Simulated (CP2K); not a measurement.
# PBE/SZV on SnSe2: a test of settings

Which settings matter? One reference run, then one change at a time; some changes are unwise on purpose.

Method: PBE/SZV, atoms fixed, no spin polarisation, in CP2K 2026.2.

## 1. The structure to begin with

Symmetry: P-3m1, No. 164, trigonal system. The conventional cell has a = 3.825 Å, b = 3.825 Å, c = 6.227 Å, α = 90.00°, β = 90.00°, γ = 120.00°. Sn (site symmetry -3m) is surrounded by 6 Se at 2.71 Å. Around Se (site symmetry 3m) lie 3 Sn at 2.71 Å.

Structure file:

```cif
data_structure
_symmetry_space_group_name_H-M 'P 1'
_symmetry_Int_Tables_number 1
_cell_length_a 3.8252
_cell_length_b 3.8252
_cell_length_c 6.2271
_cell_angle_alpha 90.000
_cell_angle_beta 90.000
_cell_angle_gamma 120.000
_cell_volume 78.91
loop_
_atom_site_label
_atom_site_type_symbol
_atom_site_fract_x
_atom_site_fract_y
_atom_site_fract_z
_atom_site_occupancy
Sn1 Sn 0.00000 0.00000 0.00000 1
Se1 Se 0.33333 0.66667 0.25308 1
Se2 Se 0.66667 0.33333 0.74692 1
```

## 2. The reference run

A small atomic basis brings errors of its own in gap and pressure, and the grid adds noise to the pressure.

Contents of run.inp:

```
&GLOBAL
 PROJECT run
 RUN_TYPE ENERGY_FORCE
 PRINT_LEVEL LOW
&END GLOBAL
&FORCE_EVAL
 METHOD QS
 STRESS_TENSOR ANALYTICAL
 &DFT
  BASIS_SET_FILE_NAME BASIS_MOLOPT
  POTENTIAL_FILE_NAME GTH_POTENTIALS
  &QS
   EXTRAPOLATION USE_GUESS
  &END QS
  &MGRID
   CUTOFF 350
   REL_CUTOFF 50
  &END MGRID
  &XC
   &XC_FUNCTIONAL PBE
   &END XC_FUNCTIONAL
  &END XC
  &KPOINTS
   SCHEME MONKHORST-PACK 5 5 3
   SYMMETRY F
   FULL_GRID F
  &END KPOINTS
  &SCF
   ADDED_MOS 9
   EPS_SCF 1e-6
   MAX_SCF 80
   &DIAGONALIZATION
   &END DIAGONALIZATION
   &MIXING
    METHOD BROYDEN_MIXING
    ALPHA 0.3
   &END MIXING
   &SMEAR
    METHOD FERMI_DIRAC
    ELECTRONIC_TEMPERATURE [K] 232
   &END SMEAR
   &PRINT
    &ITERATION_INFO
    &END ITERATION_INFO
   &END PRINT
  &END SCF
  &PRINT
   &BAND_STRUCTURE
    FILE_NAME bands.bs
    ADDED_MOS 6
    &KPOINT_SET
     UNITS B_VECTOR
     SPECIAL_POINT 0.00000000 0.00000000 0.00000000
     NPOINTS 0
    &END KPOINT_SET
    &KPOINT_SET
     UNITS B_VECTOR
     SPECIAL_POINT 0.50000000 0.00000000 0.00000000
     NPOINTS 0
    &END KPOINT_SET
    &KPOINT_SET
     UNITS B_VECTOR
     SPECIAL_POINT 0.33333333 0.33333333 0.00000000
     NPOINTS 0
    &END KPOINT_SET
    &KPOINT_SET
     UNITS B_VECTOR
     SPECIAL_POINT 0.00000000 0.00000000 0.50000000
     NPOINTS 0
    &END KPOINT_SET
    &KPOINT_SET
     UNITS B_VECTOR
     SPECIAL_POINT 0.50000000 0.00000000 0.50000000
     NPOINTS 0
    &END KPOINT_SET
    &KPOINT_SET
     UNITS B_VECTOR
     SPECIAL_POINT 0.33333333 0.33333333 0.50000000
     NPOINTS 0
    &END KPOINT_SET
    &KPOINT_SET
     UNITS B_VECTOR
     SPECIAL_POINT -0.08854200 0.17187500 0.00000000
     NPOINTS 0
    &END KPOINT_SET
    &KPOINT_SET
     UNITS B_VECTOR
     SPECIAL_POINT 0.00000000 0.45833300 0.34375000
     NPOINTS 0
    &END KPOINT_SET
   &END BAND_STRUCTURE
  &END PRINT
 &END DFT
 &SUBSYS
  &CELL
   A 3.82516384 0.00000000 0.00000000
   B -1.91258192 3.31268906 0.00000000
   C 0.00000000 0.00000000 6.22705611
  &END CELL
  &COORD
   SCALED
   Sn -0.00000000 0.00000000 0.00000000
   Se 0.33333333 0.66666667 0.25307604
   Se 0.66666667 0.33333333 0.74692396
  &END COORD
  &KIND Sn
   BASIS_SET SZV-MOLOPT-SR-GTH
   POTENTIAL GTH-PBE
  &END KIND
  &KIND Se
   BASIS_SET SZV-MOLOPT-SR-GTH
   POTENTIAL GTH-PBE
  &END KIND
 &END SUBSYS
 &PRINT
  &STRESS_TENSOR
  &END STRESS_TENSOR
  &FORCES
  &END FORCES
 &END PRINT
&END FORCE_EVAL
```

Command:

```sh
> cp2k.psmp -i run.inp
```

Standard output, cut to the lines that bear on the results:

```text
[...]
 CP2K| version string:                                       CP2K version 2026.2
[...]
                             - Atoms:                                          3
[...]
                             - Spherical basis functions:                     12
[...]
 Number of electrons:                                                         16
[...]
     1 NoMix/Diag. 0.30E+00    0.1     0.99922966       -22.3410945789 -2.23E+01
[...]
    10 Broy./Diag. 0.30E+00    0.2     0.00000052       -22.3030001513  7.60E-06
  *** SCF run converged in    10 steps ***
[...]
  Overlap energy of the core charge distribution:               0.00000000258736
  Self energy of the core charge distribution:                -47.28550520351638
  Core Hamiltonian energy:                                     11.08791183289339
  Hartree energy:                                              19.17689222265101
  Exchange-correlation energy:                                 -5.28229900591004
  Electronic entropic energy:                                  -0.00000000000001
  Fermi energy:                                                 0.16609702866863
  Total energy:                                               -22.30300015129467
  Total energy (extrapolated to T->0):                        -22.30300015129466
[...]
 ENERGY| Total FORCE_EVAL ( QS ) energy [hartree]            -22.303005241426916
 FORCES| Atomic forces [hartree/bohr]
 FORCES|   Atom     x               y               z               |f|
 FORCES|      1  6.32304312E-16  4.16009838E-10  5.05581165E-09   5.07289815E-09
 FORCES|      2  1.45749351E-08 -1.17398292E-08  1.67820947E-02   1.67820947E-02
 FORCES|      3 -1.45749400E-08  1.13219809E-08 -1.67820997E-02   1.67820997E-02
 FORCES| Sum    -4.27477784E-15 -1.83846493E-12  1.54220733E-12
 FORCES| Total atomic force                                       2.39966144E-12
 STRESS| Analytical stress tensor [bar]
 STRESS|                        x                   y                   z
 STRESS|      x        1.12699136781E+05   4.61548801690E-02   2.57391016315E-03
 STRESS|      y        4.61548801690E-02   1.12699146178E+05  -1.86623066398E-02
 STRESS|      z        2.57391016315E-03  -1.86623066398E-02   7.56691261361E+04
 STRESS| 1/3 Trace                                             1.00355803032E+05
 STRESS| Determinant                                           9.61080872382E+14
[...]
```

It took 2.4 s on 2 threads of Arm Neoverse V2, shared host; peak memory 0.22 GiB.

Gap 0.99 eV; pressure 10.0 GPa.

## 3. Change: XC_FUNCTIONAL = OLYP

run.inp: that of step 2 with these lines changed.

```diff
@@ -19,3 +19,3 @@
   &XC
-   &XC_FUNCTIONAL PBE
+   &XC_FUNCTIONAL OLYP
    &END XC_FUNCTIONAL
```

Command:

```sh
> cp2k.psmp -i run.inp
```

Standard output, cut to the lines that bear on the results:

```text
[...]
 CP2K| version string:                                       CP2K version 2026.2
[...]
                             - Atoms:                                          3
[...]
                             - Spherical basis functions:                     12
[...]
 Number of electrons:                                                         16
[...]
     1 NoMix/Diag. 0.30E+00    0.1     1.00696053       -22.2817872925 -2.23E+01
[...]
    10 Broy./Diag. 0.30E+00    0.2     0.00000062       -22.2462393655  8.73E-06
  *** SCF run converged in    10 steps ***
[...]
  Overlap energy of the core charge distribution:               0.00000000258736
  Self energy of the core charge distribution:                -47.28550520351638
  Core Hamiltonian energy:                                     11.09949045239172
  Hartree energy:                                              19.16837799857229
  Exchange-correlation energy:                                 -5.22860261551658
  Electronic entropic energy:                                  -0.00000000000001
  Fermi energy:                                                 0.17426051621405
  Total energy:                                               -22.24623936548160
  Total energy (extrapolated to T->0):                        -22.24623936548159
[...]
 ENERGY| Total FORCE_EVAL ( QS ) energy [hartree]            -22.246247069104410
 FORCES| Atomic forces [hartree/bohr]
 FORCES|   Atom     x               y               z               |f|
 FORCES|      1  6.57790436E-15  3.45152782E-10  7.34225904E-09   7.35036722E-09
 FORCES|      2 -5.19537509E-08  2.65148401E-08  1.07483424E-02   1.07483424E-02
 FORCES|      3  5.19537563E-08 -2.68672356E-08 -1.07483497E-02   1.07483497E-02
 FORCES| Sum     1.19469773E-14 -7.24263776E-12  1.81973464E-11
 FORCES| Total atomic force                                       1.95856928E-11
 STRESS| Analytical stress tensor [bar]
 STRESS|                        x                   y                   z
 STRESS|      x        1.15558106228E+05   1.41635792894E-01  -7.19471786584E-03
 STRESS|      y        1.41635792894E-01   1.15558225482E+05  -1.32285594258E-02
 STRESS|      z       -7.19471786584E-03  -1.32285594258E-02   8.41521432434E+04
 STRESS| 1/3 Trace                                             1.05089491651E+05
 STRESS| Determinant                                           1.12374160811E+15
[...]
```

Run time: 2.4 s. Hardware: 2 threads of Arm Neoverse V2, shared host; peak memory 0.22 GiB.

Totals of another method or basis aren't compared here.

## 4. Change: REL_CUTOFF = 30

run.inp: that of step 3 with these lines changed.

```diff
@@ -16,6 +16,6 @@
    CUTOFF 350
-   REL_CUTOFF 50
+   REL_CUTOFF 30
   &END MGRID
   &XC
-   &XC_FUNCTIONAL OLYP
+   &XC_FUNCTIONAL PBE
    &END XC_FUNCTIONAL
```

Command:

```sh
> cp2k.psmp -i run.inp
```

Standard output, cut to the lines that bear on the results:

```text
[...]
 CP2K| version string:                                       CP2K version 2026.2
[...]
                             - Atoms:                                          3
[...]
                             - Spherical basis functions:                     12
[...]
 Number of electrons:                                                         16
[...]
     1 NoMix/Diag. 0.30E+00    0.1     0.99923762       -22.3411006431 -2.23E+01
[...]
    10 Broy./Diag. 0.30E+00    0.2     0.00000052       -22.3030056515  7.70E-06
  *** SCF run converged in    10 steps ***
[...]
  Overlap energy of the core charge distribution:               0.00000000258736
  Self energy of the core charge distribution:                -47.28550520351638
  Core Hamiltonian energy:                                     11.08790548597836
  Hartree energy:                                              19.17689411702934
  Exchange-correlation energy:                                 -5.28230005359286
  Electronic entropic energy:                                  -0.00000000000001
  Fermi energy:                                                 0.16609458475518
  Total energy:                                               -22.30300565151418
  Total energy (extrapolated to T->0):                        -22.30300565151418
[...]
 ENERGY| Total FORCE_EVAL ( QS ) energy [hartree]            -22.303010909963831
 FORCES| Atomic forces [hartree/bohr]
 FORCES|   Atom     x               y               z               |f|
 FORCES|      1  7.26297375E-14  4.17863812E-10  5.05750961E-09   5.07474272E-09
 FORCES|      2  6.76147536E-07 -3.93698970E-07  1.67686153E-02   1.67686153E-02
 FORCES|      3 -6.76147599E-07  3.93281193E-07 -1.67686204E-02   1.67686204E-02
 FORCES| Sum     9.36132163E-15  8.67711238E-14 -1.61780311E-13
 FORCES| Total atomic force                                       1.83819834E-13
 STRESS| Analytical stress tensor [bar]
 STRESS|                        x                   y                   z
 STRESS|      x        1.12727406465E+05  -1.51551195455E+01   4.50804926475E-01
 STRESS|      y       -1.51551195455E+01   1.12709862937E+05  -2.77449097143E-01
 STRESS|      z        4.50804926475E-01  -2.77449097143E-01   7.56880165723E+04
 STRESS| 1/3 Trace                                             1.00375095325E+05
 STRESS| Determinant                                           9.61653360520E+14
[...]
```

Run time: 2.2 s. Hardware: 2 threads of Arm Neoverse V2, shared host; peak memory 0.22 GiB.

Against the reference run the gap moves by 0.00 eV and the energy by -0.1 meV/atom.

## 5. Change: ALPHA = 0.6

run.inp: that of step 4 with these lines changed.

```diff
@@ -16,3 +16,3 @@
    CUTOFF 350
-   REL_CUTOFF 30
+   REL_CUTOFF 50
   &END MGRID
@@ -35,3 +35,3 @@
     METHOD BROYDEN_MIXING
-    ALPHA 0.3
+    ALPHA 0.6
    &END MIXING
```

Command:

```sh
> cp2k.psmp -i run.inp
```

Standard output, cut to the lines that bear on the results:

```text
[...]
 CP2K| version string:                                       CP2K version 2026.2
[...]
                             - Atoms:                                          3
[...]
                             - Spherical basis functions:                     12
[...]
 Number of electrons:                                                         16
[...]
     1 NoMix/Diag. 0.60E+00    0.1     0.99922966       -22.3410945789 -2.23E+01
[...]
     9 Broy./Diag. 0.60E+00    0.2     0.00000025       -22.3030058762 -1.36E-06
  *** SCF run converged in     9 steps ***
[...]
  Overlap energy of the core charge distribution:               0.00000000258736
  Self energy of the core charge distribution:                -47.28550520351638
  Core Hamiltonian energy:                                     11.08791155166930
  Hartree energy:                                              19.17688752443580
  Exchange-correlation energy:                                 -5.28229975141253
  Electronic entropic energy:                                  -0.00000000000001
  Fermi energy:                                                 0.16609724381636
  Total energy:                                               -22.30300587623646
  Total energy (extrapolated to T->0):                        -22.30300587623645
[...]
 ENERGY| Total FORCE_EVAL ( QS ) energy [hartree]            -22.303005241427293
 FORCES| Atomic forces [hartree/bohr]
 FORCES|   Atom     x               y               z               |f|
 FORCES|      1  5.88018694E-17  4.16019103E-10  5.45203256E-09   5.46788175E-09
 FORCES|      2  1.45751883E-08 -1.17400088E-08  1.67820547E-02   1.67820547E-02
 FORCES|      3 -1.45751953E-08  1.13221540E-08 -1.67820602E-02   1.67820602E-02
 FORCES| Sum    -6.91330742E-15 -1.83570286E-12  1.73489695E-12
 FORCES| Total atomic force                                       2.52581080E-12
 STRESS| Analytical stress tensor [bar]
 STRESS|                        x                   y                   z
 STRESS|      x        1.12699074721E+05   4.61543381242E-02   2.57473577535E-03
 STRESS|      y        4.61543381242E-02   1.12699084117E+05  -1.86628730878E-02
 STRESS|      z        2.57473577535E-03  -1.86628730878E-02   7.56690250839E+04
 STRESS| 1/3 Trace                                             1.00355727974E+05
 STRESS| Determinant                                           9.61078530432E+14
[...]
```

Run time: 2.3 s. Hardware: 2 threads of Arm Neoverse V2, shared host; peak memory 0.22 GiB.

Against the reference run the gap moves by 0.00 eV and the energy by 0.0 meV/atom.

## 6. Change: XC_FUNCTIONAL = BLYP

run.inp: that of step 5 with these lines changed.

```diff
@@ -19,3 +19,3 @@
   &XC
-   &XC_FUNCTIONAL PBE
+   &XC_FUNCTIONAL BLYP
    &END XC_FUNCTIONAL
@@ -35,3 +35,3 @@
     METHOD BROYDEN_MIXING
-    ALPHA 0.6
+    ALPHA 0.3
    &END MIXING
```

Command:

```sh
> cp2k.psmp -i run.inp
```

Standard output, cut to the lines that bear on the results:

```text
[...]
 CP2K| version string:                                       CP2K version 2026.2
[...]
                             - Atoms:                                          3
[...]
                             - Spherical basis functions:                     12
[...]
 Number of electrons:                                                         16
[...]
     1 NoMix/Diag. 0.30E+00    0.1     0.99842810       -22.2144571025 -2.22E+01
[...]
    10 Broy./Diag. 0.30E+00    0.2     0.00000071       -22.1761956411  6.68E-06
  *** SCF run converged in    10 steps ***
[...]
  Overlap energy of the core charge distribution:               0.00000000258736
  Self energy of the core charge distribution:                -47.28550520351638
  Core Hamiltonian energy:                                     11.10662183855356
  Hartree energy:                                              19.16267015230478
  Exchange-correlation energy:                                 -5.15998243103879
  Electronic entropic energy:                                  -0.00000000000001
  Fermi energy:                                                 0.17541002703629
  Total energy:                                               -22.17619564110948
  Total energy (extrapolated to T->0):                        -22.17619564110947
[...]
 ENERGY| Total FORCE_EVAL ( QS ) energy [hartree]            -22.176205792416276
 FORCES| Atomic forces [hartree/bohr]
 FORCES|   Atom     x               y               z               |f|
 FORCES|      1 -1.39961260E-15  3.80329925E-10  4.95239023E-09   4.96697291E-09
 FORCES|      2 -7.00052139E-08  3.71106990E-08  1.96639796E-02   1.96639796E-02
 FORCES|      3  7.00052213E-08 -3.74915939E-08 -1.96639846E-02   1.96639846E-02
 FORCES| Sum     6.01251074E-15 -5.64987029E-13  1.55693167E-12
 FORCES| Total atomic force                                       1.65628582E-12
 STRESS| Analytical stress tensor [bar]
 STRESS|                        x                   y                   z
 STRESS|      x        1.42239924801E+05   3.58483405534E-02   7.23414532680E-03
 STRESS|      y        3.58483405534E-02   1.42239919435E+05  -2.13573638942E-02
 STRESS|      z        7.23414532680E-03  -2.13573638942E-02   9.55779834002E+04
 STRESS| 1/3 Trace                                             1.26685942545E+05
 STRESS| Determinant                                           1.93375244030E+15
[...]
```

It took 2.4 s on 2 threads of Arm Neoverse V2, shared host; peak memory 0.22 GiB.

Totals of another method or basis aren't compared here.

## 7. Change: CUTOFF = 200

run.inp: that of step 6 with these lines changed.

```diff
@@ -15,3 +15,3 @@
   &MGRID
-   CUTOFF 350
+   CUTOFF 200
    REL_CUTOFF 50
@@ -19,3 +19,3 @@
   &XC
-   &XC_FUNCTIONAL BLYP
+   &XC_FUNCTIONAL PBE
    &END XC_FUNCTIONAL
```

Command:

```sh
> cp2k.psmp -i run.inp
```

Standard output, cut to the lines that bear on the results:

```text
[...]
 CP2K| version string:                                       CP2K version 2026.2
[...]
                             - Atoms:                                          3
[...]
                             - Spherical basis functions:                     12
[...]
 Number of electrons:                                                         16
[...]
     1 NoMix/Diag. 0.30E+00    0.1     0.99919918       -22.3410947941 -2.23E+01
[...]
    10 Broy./Diag. 0.30E+00    0.2     0.00000053       -22.3029996913  7.68E-06
  *** SCF run converged in    10 steps ***
[...]
  Overlap energy of the core charge distribution:               0.00000000258736
  Self energy of the core charge distribution:                -47.28550520351638
  Core Hamiltonian energy:                                     11.08791136857768
  Hartree energy:                                              19.17689267408443
  Exchange-correlation energy:                                 -5.28229853300987
  Electronic entropic energy:                                  -0.00000000000001
  Fermi energy:                                                 0.16609676187462
  Total energy:                                               -22.30299969127677
  Total energy (extrapolated to T->0):                        -22.30299969127677
[...]
 ENERGY| Total FORCE_EVAL ( QS ) energy [hartree]            -22.303004900003351
 FORCES| Atomic forces [hartree/bohr]
 FORCES|   Atom     x               y               z               |f|
 FORCES|      1 -1.78873030E-15  4.17938473E-10  5.05911925E-09   5.07635304E-09
 FORCES|      2  4.15495308E-08 -2.73137414E-08  1.67937487E-02   1.67937487E-02
 FORCES|      3 -4.15495448E-08  2.68958591E-08 -1.67937537E-02   1.67937537E-02
 FORCES| Sum    -1.58130144E-14  5.62089367E-14  3.91310595E-12
 FORCES| Total atomic force                                       3.91354158E-12
 STRESS| Analytical stress tensor [bar]
 STRESS|                        x                   y                   z
 STRESS|      x        1.12698725800E+05  -1.62845171727E-01   2.14182274084E-02
 STRESS|      y       -1.62845171727E-01   1.12698493865E+05  -2.95420952769E-02
 STRESS|      z        2.14182274084E-02  -2.95420952769E-02   7.56671601179E+04
 STRESS| 1/3 Trace                                             1.00354793261E+05
 STRESS| Determinant                                           9.61046834447E+14
[...]
```

Run time: 2.3 s. Hardware: 2 threads of Arm Neoverse V2, shared host; peak memory 0.18 GiB.

Against the reference run the gap moves by 0.00 eV and the energy by 0.0 meV/atom.

## 8. Change: MAX_SCF = 4

run.inp: that of step 7 with these lines changed.

```diff
@@ -15,3 +15,3 @@
   &MGRID
-   CUTOFF 200
+   CUTOFF 350
    REL_CUTOFF 50
@@ -30,3 +30,3 @@
    EPS_SCF 1e-6
-   MAX_SCF 80
+   MAX_SCF 4
    &DIAGONALIZATION
```

Command:

```sh
> cp2k.psmp -i run.inp
```

Standard output:

```text
[... start of the log left out ...]
 * /| |                                                                        *
 *******************************************************************************

 ===== Routine Calling Stack =====

            4 scf_env_do_scf
            3 qs_energies
            2 qs_forces
            1 CP2K

Program received signal SIGABRT: Process abort signal.

Backtrace for this error:
#0  0x512ca3bcf957 in ???
#1  0x512cc4484cac in __pthread_kill_implementation
#2  0x512cc442bfb7 in raise
#3  0x512cc4415d37 in abort
#4  0x512ca42a2d83 in ???
#5  0x512ca42a4297 in ???
#6  0x512ca51799ab in ???
#7  0x512ca5183c7b in ???
#8  0x512ca4ff555b in ???
#9  0x512ca3e84d13 in ???
#10  0x512ca3c7a0cf in ???
#11  0x512ca455745f in ???
#12  0x512ca4559d0b in ???
#13  0x512ca3c70db3 in ???
#14  0x512ca3c6ef13 in ???
#15  0x512cc4416573 in __libc_start_call_main
#16  0x512cc4416657 in __libc_start_main_impl
#17  0x512ca3c6f06f in ???
#18  0xffffffffffffffff in ???
```

It took 1.1 s on 2 threads of Arm Neoverse V2, shared host; peak memory 0.21 GiB.

The run did not converge: «SCF run NOT converged».

## 9. Results

| change | ends | gap (eV) | energy (meV/atom) | pressure (GPa) | time |
| --- | --- | --- | --- | --- | --- |
| none | converged | 0.99 | 0 | 10.0 | 2.4 s |
| XC_FUNCTIONAL = OLYP | converged | +0.14 | – | +0.5 | 2.4 s |
| REL_CUTOFF = 30 | converged | 0.00 | -0.1 | 0.0 | 2.2 s |
| ALPHA = 0.6 | converged | 0.00 | 0.0 | 0.0 | 2.3 s |
| XC_FUNCTIONAL = BLYP | converged | -0.04 | – | +2.6 | 2.4 s |
| CUTOFF = 200 | converged | 0.00 | 0.0 | 0.0 | 2.3 s |
| MAX_SCF = 4 | not converged | – | – | – | 1.1 s |

The first row holds values, the others changes from it. Keys are the program's: temperature in eV (tblite) or K (CP2K), cutoffs in Ry, CUTOFP in Å. The numerical settings tried leave the energy within 0.5 meV/atom. 1 of the 6 changes gave no result. The runs test settings. The reference's gap and pressure are those of this cheap level and cell, not checked here against a higher level, and such methods can miss a gap or a metal outright.
